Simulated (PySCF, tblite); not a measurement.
# C7H10O+ (doublet): geometry, infrared bands and EPR parameters

Aim: predict the infrared bands and EPR parameters of C7H10O+ (doublet) (`O=C[C+]1[CH]CCCC1`).

Programs: tblite 0.8.0 and PySCF 2.14.0, with density-fitted response routines of our own. Each step states its level of theory. These are calculated values for one molecule in the gas phase, unless marked as measured. Atoms are numbered from 0 throughout.

### 1 The starting structure

18 atoms, charge 1, multiplicity 2; geometry from: force field or distance geometry start.

Bonds of the start (Å): O0–C1 1.23, C1–C2 1.46, C2–C3 1.44, C3–C4 1.49, C4–C5 1.54, C5–C6 1.53, C6–C7 1.54, C7–C2 1.50, C1–H8 1.12, C3–H9 1.10, C4–H10 1.10, C4–H11 1.09, C5–H12 1.10, C5–H13 1.09, C6–H14 1.09, C6–H15 1.10, C7–H16 1.10, C7–H17 1.10.

### 2 Relaxing the molecule with GFN2-xTB

The job: settings as JSON, then the geometry in Å.

```
{"job": {"kind": "relax", "xc": "GFN2-xTB", "basis": "xTB"}, "charge": 1, "multiplicity": 2}
O      3.345900     0.744800     0.383400
C      2.385200     0.401500     1.066400
C      1.036000     0.195000     0.534900
C     -0.075800    -0.141000     1.387500
C     -1.399600    -0.553000     0.834500
C     -1.656000    -0.008400    -0.580200
C     -0.442400    -0.235500    -1.484000
C      0.805100     0.466200    -0.922900
H      2.505200     0.206900     2.158300
H      0.098400    -0.297900     2.460600
H     -1.448500    -1.648700     0.806800
H     -2.201500    -0.214500     1.496900
H     -1.875900     1.067600    -0.516000
H     -2.530800    -0.494700    -1.008200
H     -0.658700     0.144000    -2.486300
H     -0.255300    -1.314300    -1.559800
H      0.694100     1.547600    -1.066700
H      1.666000     0.140700    -1.517200
```

Launch:

```bash
OMP_NUM_THREADS=1 python probes_run.py task.json out
```

The driver reads the jobs from task.json and runs them one after another.

The program printed:

```text
step      E/eV     max force
  0    -642.64213    2.882
  1    -642.81386    2.718
  2    -642.86645    1.002
  3    -642.89476    0.546
  4    -642.91732    0.513
  5    -642.93361    0.323
  6    -642.94103    0.242
  7    -642.94693    0.212
  8    -642.95306    0.262
  9    -642.95716    0.186
 10    -642.95943    0.112
 11    -642.96123    0.108
 12    -642.96303    0.152
 13    -642.96492    0.128
 14    -642.96676    0.110
 15    -642.96867    0.120
 16    -642.97075    0.135
 17    -642.97281    0.125
 18    -642.97466    0.112
 19    -642.97639    0.114
 20    -642.97825    0.115
 21    -642.98031    0.112
 22    -642.98220    0.110
 23    -642.98384    0.089
 24    -642.98557    0.137
 25    -642.98792    0.188
 26    -642.99095    0.193
 27    -642.99390    0.126
 28    -642.99601    0.101
 29    -642.99740    0.109
 30    -642.99864    0.093
 31    -642.99972    0.214
 32    -643.00059    0.108
 33    -643.00128    0.063
 34    -643.00182    0.054
 35    -643.00230    0.048
 36    -643.00326    0.082
 37    -643.00417    0.084
 38    -643.00507    0.068
 39    -643.00600    0.074
 40    -643.00710    0.078
 41    -643.00821    0.081
 42    -643.00914    0.064
 43    -643.00980    0.131
 44    -643.01036    0.054
 45    -643.01077    0.038
 46    -643.01107    0.031
 47    -643.01118    0.032
 48    -643.01133    0.027
 49    -643.01141    0.021
 50    -643.01147    0.018
 51    -643.01151    0.018
 52    -643.01157    0.019
 53    -643.01162    0.017
 54    -643.01167    0.018
 55    -643.01171    0.017
 56    -643.01175    0.018
 57    -643.01180    0.018
 58    -643.01183    0.011
 59    -643.01185    0.007
```

Run time: 0.33 s. Hardware: 1 thread of Arm Neoverse V2, shared host.

The steps of the relaxation: (not every step is listed)

```csv
step,energy from step 0 (eV),largest force (eV/Å)
0,0.0000,2.8824
1,-0.1717,2.7182
2,-0.2243,1.0018
3,-0.2526,0.5463
4,-0.2752,0.5128
5,-0.2915,0.3228
6,-0.2989,0.2418
7,-0.3048,0.2121
8,-0.3109,0.2622
12,-0.3209,0.1516
16,-0.3286,0.1346
20,-0.3361,0.1145
24,-0.3434,0.1367
28,-0.3539,0.1006
32,-0.3585,0.1081
36,-0.3611,0.0824
40,-0.3650,0.0780
44,-0.3682,0.0543
48,-0.3692,0.0266
52,-0.3694,0.0191
54,-0.3695,0.0184
55,-0.3696,0.0168
56,-0.3696,0.0185
57,-0.3697,0.0180
58,-0.3697,0.0112
59,-0.3697,0.0070
```

Close pairs (by a distance rule), those that changed most:

```csv
bond,before (Å),after (Å),change (Å)
C2–C3,1.441,1.349,-0.092
O0–C1,1.228,1.185,-0.043
C5–C6,1.530,1.510,-0.020
C1–C2,1.465,1.483,+0.019
C3–C4,1.493,1.476,-0.017
C3–H9,1.098,1.083,-0.015
C2–C7,1.501,1.492,-0.009
C5–H12,1.100,1.091,-0.009
```

The final coordinates are the input of the step that follows.

### 3 Harmonic vibrations with GFN2-xTB

The job: settings as JSON, then the geometry in Å.

```
{"job": {"kind": "ir", "xc": "GFN2-xTB", "basis": "xTB"}, "charge": 1, "multiplicity": 2}
O      3.347308     0.222371     0.359669
C      2.358269     0.310356     1.006064
C      0.959770     0.211610     0.521113
C     -0.052034    -0.171709     1.327073
C     -1.384131    -0.569870     0.831237
C     -1.638187    -0.015944    -0.578104
C     -0.422028    -0.231851    -1.447179
C      0.782722     0.566631    -0.916772
H      2.385029     0.533430     2.094729
H      0.093546    -0.260196     2.396711
H     -1.432051    -1.665628     0.808167
H     -2.149912    -0.254580     1.545017
H     -1.869555     1.048139    -0.508205
H     -2.505030    -0.529848    -0.999066
H     -0.602651     0.129129    -2.464749
H     -0.170432    -1.292338    -1.497988
H      0.586818     1.636332    -1.028574
H      1.703789     0.340281    -1.460802
```

The program printed:

```text
mode    cm-1     km/mol
  1      79.1      2.17
  2      97.6     14.73
  3     194.5      1.91
  4     241.7      7.77
  5     284.4     16.38
  6     367.1      0.42
  7     424.0      8.80
  8     463.9     11.18
  9     554.1      0.18
 10     595.8     19.15
 11     771.9      9.35
 12     799.8     11.06
 13     817.1     22.15
 14     867.4     14.79
 15     884.2      1.14
 16     891.0      6.47
 17     928.2     20.84
 18     960.8     17.89
 19    1010.3     34.11
 20    1039.4     12.84
 21    1056.9     30.65
 22    1067.6     16.56
 23    1085.0     12.96
 24    1118.1     16.80
 25    1128.4      1.68
 26    1172.9     41.48
 27    1186.3     15.89
 28    1210.6     13.26
 29    1253.9     13.38
 30    1278.9     14.28
 31    1283.4      8.01
 32    1323.0     25.06
 33    1359.8    125.76
 34    1403.2     22.54
 35    1413.0     28.87
 36    1452.0      3.19
 37    1494.7     73.60
 38    1800.4    356.48
 39    2697.8     66.03
 40    2911.5      6.22
 41    2938.8     58.97
 42    2958.9      1.07
 43    2973.9      2.87
 44    2978.0      7.24
 45    2980.2     31.43
 46    2997.1      7.36
 47    3008.9     16.32
 48    3044.5      6.19
```

It took 0.5 s on 1 thread of Arm Neoverse V2, shared host.

The strongest bands and the atoms that carry them (share of the mass-weighted mode):

```csv
cm⁻¹,km/mol,atoms
1010,34.1,C2 26 %
1173,41.5,"H8 14 %, C5 13 %, H15 12 %, H9 11 %"
1360,125.8,"H10 30 %, H11 30 %, C2 12 %"
1495,73.6,"C2 36 %, C3 30 %"
1800,356.5,"C1 55 %, O0 42 %"
2698,66.0,H8 94 %
2939,59.0,H14 91 %
2980,31.4,"H13 65 %, H17 14 %"
```

### 4 EPR parameters: B3LYP/pcH-1

Settings changed since step 3:

```diff
@@ -1,2 +1,2 @@
-{"job": {"kind": "ir", "xc": "GFN2-xTB", "basis": "xTB"}, "charge": 1, "multiplicity": 2}
+{"job": {"kind": "epr", "basis": "pcH-1"}, "charge": 1, "multiplicity": 2}
 O      3.347308     0.222371     0.359669
```

With the program's defaults for keys left out, this is: UKS B3LYP, pcH-1 on C H O, non-relativistic, mean-field spin-orbit, GIAO.

The program printed:

```text
UKS, coarse grid
  cycle   1  E = -347.50249387  |g| = 6.11e-01
  cycle   2  E = -345.92409814  |g| = 1.86e+00
  cycle   3  E = -347.61793987  |g| = 2.70e-01
  cycle   4  E = -347.63566012  |g| = 2.38e-01
  cycle   5  E = -347.66389826  |g| = 5.15e-02
  cycle   6  E = -347.66458937  |g| = 3.39e-02
  cycle   7  E = -347.66516963  |g| = 1.35e-02
  cycle   8  E = -347.66527751  |g| = 5.93e-03
  cycle   9  E = -347.66530271  |g| = 3.85e-03
  cycle  10  E = -347.66531293  |g| = 2.27e-03
  cycle  11  E = -347.66531720  |g| = 6.64e-04
UKS, final grid
  cycle   1  E = -347.66533757  |g| = 1.64e-03
  cycle   2  E = -347.66532351  |g| = 5.96e-03
  cycle   3  E = -347.66533904  |g| = 3.50e-04
  cycle   4  E = -347.66533911  |g| = 2.56e-04
  cycle   5  E = -347.66533921  |g| = 1.26e-04
  cycle   6  E = -347.66533923  |g| = 3.79e-05
  cycle   7  E = -347.66533923  |g| = 2.50e-05
E = -347.66533923 Eh   <S^2> = 0.7607 (exact 0.7500)
g shifts (ppm)      1          2          3
  rmc          -201       -201       -201
  gc              5         31         -8
  oz_so         107       2629       5159
  total         -88       2459       4951
hyperfine (MHz)  atom isotope    a_iso     a_fc   dipolar eigenvalues
    0   17O     -19.48     -19.48   -107.36     50.21     57.15
    1   13C     -44.23     -44.23    -14.58      2.87     11.71
    2   13C      14.01      14.01    -32.87    -27.45     60.32
    3   13C       1.31       1.31    -19.02    -15.98     35.00
    4   13C      -7.20      -7.20     -5.47     -4.28      9.75
    5   13C      -2.22      -2.22     -2.53     -1.66      4.19
    6   13C       2.77       2.77     -6.17     -5.62     11.79
    7   13C      -9.65      -9.65     -9.24     -8.57     17.81
    8    1H     226.02     226.02     -6.74     -0.36      7.10
    9    1H      10.78      10.78     -7.15     -4.65     11.80
   10    1H      48.43      48.43     -3.69     -3.11      6.80
   11    1H      31.53      31.53     -3.97     -1.21      5.17
   12    1H      -0.31      -0.31     -1.38     -0.85      2.23
   13    1H      18.47      18.47     -1.94     -1.10      3.04
   14    1H      56.83      56.83     -3.79     -1.72      5.51
   15    1H      -2.88      -2.88     -3.41     -0.27      3.67
   16    1H      47.52      47.52     -4.98     -4.45      9.43
   17    1H      20.00      20.00     -7.69     -0.25      7.94
```

Run time: 81 s. Hardware: 1 thread of Arm Neoverse V2, shared host; peak memory 0.97 GiB.

Principal g values 2.00223, 2.00478, 2.00727; g(iso) = 2.00476, against 2.00232 for a free electron.

Hyperfine couplings; where a row names several nuclei, a(iso) is their mean (it holds for fast rotation or exchange) and the dipolar term the largest among them:

```csv
nuclei,isotope,a(iso) (MHz),"a(iso) (G, at g = 2.0023)",largest dipolar term (MHz)
H8,1H,226.0,80.6,7.1
C1,13C,-44.2,-15.8,-14.6
"H10, H11",1H,40.0,14.3,6.8
"H16, H17",1H,33.8,12.0,9.4
"H14, H15",1H,27.0,9.6,5.5
O0,17O,-19.5,-7.0,-107.4
C2,13C,14.0,5.0,60.3
H9,1H,10.8,3.8,11.8
C7,13C,-9.6,-3.4,17.8
"H12, H13",1H,9.1,3.2,3.0
C4,13C,-7.2,-2.6,9.7
C6,13C,2.8,1.0,11.8
C5,13C,-2.2,-0.8,4.2
C3,13C,1.3,0.5,35.0
```

Mulliken spin populations:

O0 0.31; C1 -0.06; C2 0.28; C3 0.20; C4 0.01; C5 0.01; C6 0.04; C7 0.04; H8 0.09; H9 0.00; H10 0.02; H11 0.01; H12 0.00; H13 0.01; H14 0.02; H15 0.00; H16 0.02; H17 0.00

In first order the couplings over 0.8 MHz of 1H give 324 distinct lines over 162.8 G, if the averaged nuclei exchange fast.

The fields below are evaluated on a grid from the run's orbitals.

ELF in a plane through or near 11 of the atoms.

Ten even steps from '0' (0.00) to '9' (1.00):
```
0000000000000000000000000000
0000000000000000000000000000
0000000000000000000000000000
0000000000599300133100000000
0000000000999800589500000000
0000048600899932899710000000
0000299950399665799500000000
0000189981152687524100000000
0000038975578576586234200000
0001225248493401734999920000
0004677747647403732999930000
0004787730374585885799810000
0002577610672392362123100000
0000123106998557996000000000
0000000008997218999400000000
0000000005872007999400000000
0000000000110003886000000000
0000000000000000000000000000
0000000000000000000000000000
0000000000000000000000000000
```
The map spans 11.8 Å across and 9.8 Å up, centred on the molecule. Atoms in the plane (x, y in Å): C1 (-2.6, 0.3), C2 (-1.1, 0.2), C3 (-0.3, 1.3), C4 (1.1, 1.3), C5 (1.7, -0.1), C7 (-0.6, -1.2), H8 (-3.0, 1.2), H9 (-0.8, 2.3), H13 (2.7, -0.2), H14 (1.3, -2.2), H17 (-1.2, -1.9).

log10 of the density (e/Å³) in the same plane.

Ten even steps from '0' (-4.0) to '9' (1.8):
```
0000000000000000000000000000
0000000000000000000000000000
0000000000112111111000000000
0000000012344333333210000000
0000012223455544444321000000
0001233434567655666432000000
0001345554567766776532100000
0002356765567977876543210000
0012456776677766776544310000
0023456897797655677665421000
0124567776777656687775421000
0124577765667767776654321000
0023566655678777765543210000
0012344445676666765432100000
0001223334566556765421000000
0000000123444344554320000000
0000000012232233333210000000
0000000000011111111000000000
0000000000000000000000000000
0000000000000000000000000000
```
The map spans 11.8 Å across and 9.8 Å up, centred on the molecule. Atoms in the plane (x, y in Å): C1 (-2.6, 0.3), C2 (-1.1, 0.2), C3 (-0.3, 1.3), C4 (1.1, 1.3), C5 (1.7, -0.1), C7 (-0.6, -1.2), H8 (-3.0, 1.2), H9 (-0.8, 2.3), H13 (2.7, -0.2), H14 (1.3, -2.2), H17 (-1.2, -1.9).

On the surface of density 0.002 e/bohr³ the electrostatic potential runs, from the 1st to the 99th percentile, from 2.64 V near O0 to 6.07 V near H8.

The spin density lies nearest to O0 26 %; C2 22 %; C3 14 %; H8 8 %.

### 5 What came out

| quantity | value |
| --- | --- |
| strongest single infrared mode (GFN2-xTB) | 1800 cm⁻¹, 356 km/mol |
| zero-point energy (GFN2-xTB) | 92.7 kcal/mol |
| g(iso) (B3LYP) | 2.00476 |
| ⟨S²⟩ | 0.761 (exact 0.75) |
| largest a(iso) (averaged by class) | 1H on H8, 226.0 MHz |

What this shows: Over 59 steps the energy fell by 0.370 eV; of the close pairs, C2–C3 changed most, 1.441 to 1.349 Å. All 48 modes are real, so the xTB geometry is a minimum. The strongest single mode, at 1800 cm⁻¹, moves mainly C1 and O0. GFN2-xTB is a fitted tight-binding method: band positions and strengths are rough. Its intensities can rank the bands wrongly. The largest spin populations lie on O0 (0.31 e), C2 (0.28 e). The isotropic g lies 2.4 ppt above the free-electron value.
